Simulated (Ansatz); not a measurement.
HPbNO4:

```xyz
14
Lattice="4.1204 -0.0008 -0.0112 0.0040 6.4272 0.0536 0.0279 3.2071 7.7499" Properties=species:S:1:pos:R:3 pbc="T T T"
H     3.7380    2.9684    3.7875
H     1.6795    6.6644    4.0009
Pb    1.6467    4.2515    5.4933
Pb    3.6983    5.3813    2.2951
N     2.6193    1.9491    1.6102
N     0.5769    7.6848    6.1852
O     3.7590    3.8553    4.2210
O     2.2235    3.1363    1.5259
O     2.2071    1.0645    0.8217
O     3.4590    1.6183    2.5274
O     1.6973    5.7776    3.5672
O     0.1804    6.4980    6.2725
O     0.1698    8.5703    6.9754
O     1.4117    8.0143    5.2631
```

The cell was built by a generator and needn't be a form met in nature.

Base run:

| Item | Value |
| --- | --- |
| Program | Ansatz 0.2.0 |
| Functional | BLYP |
| Potentials or basis | Ansatz PAW |
| Cutoff | 420 eV (not typed: the program's choice for these potentials) |
| k mesh | 7 × 5 × 4 |
| Occupations | fermi-dirac, width 0.05 eV |
| Spin | no spin polarisation |

Its results: band gap on the k mesh 3.27 eV, indirect (least direct gap 3.37 eV); pressure 2.1 GPa; largest force 0.342 eV/Å.

**Question.** The run is repeated on the same cell with these changes: functional from BLYP to PBE. What comes out?

**Answer.** Band gap on the k mesh 3.30 eV, indirect (least direct gap 3.39 eV); pressure 0.0 GPa; largest force 0.007 eV/Å.

PBE binds more tightly than BLYP, so the same cell stands under less pressure.

Caveats: spin-orbit coupling is left out, which as a rule narrows the gap of such compounds by several tenths of an eV; the PAW data sets come from PBE, with cores solved anew for the run's functional, which leaves a small shift of forces and pressure (some runs).
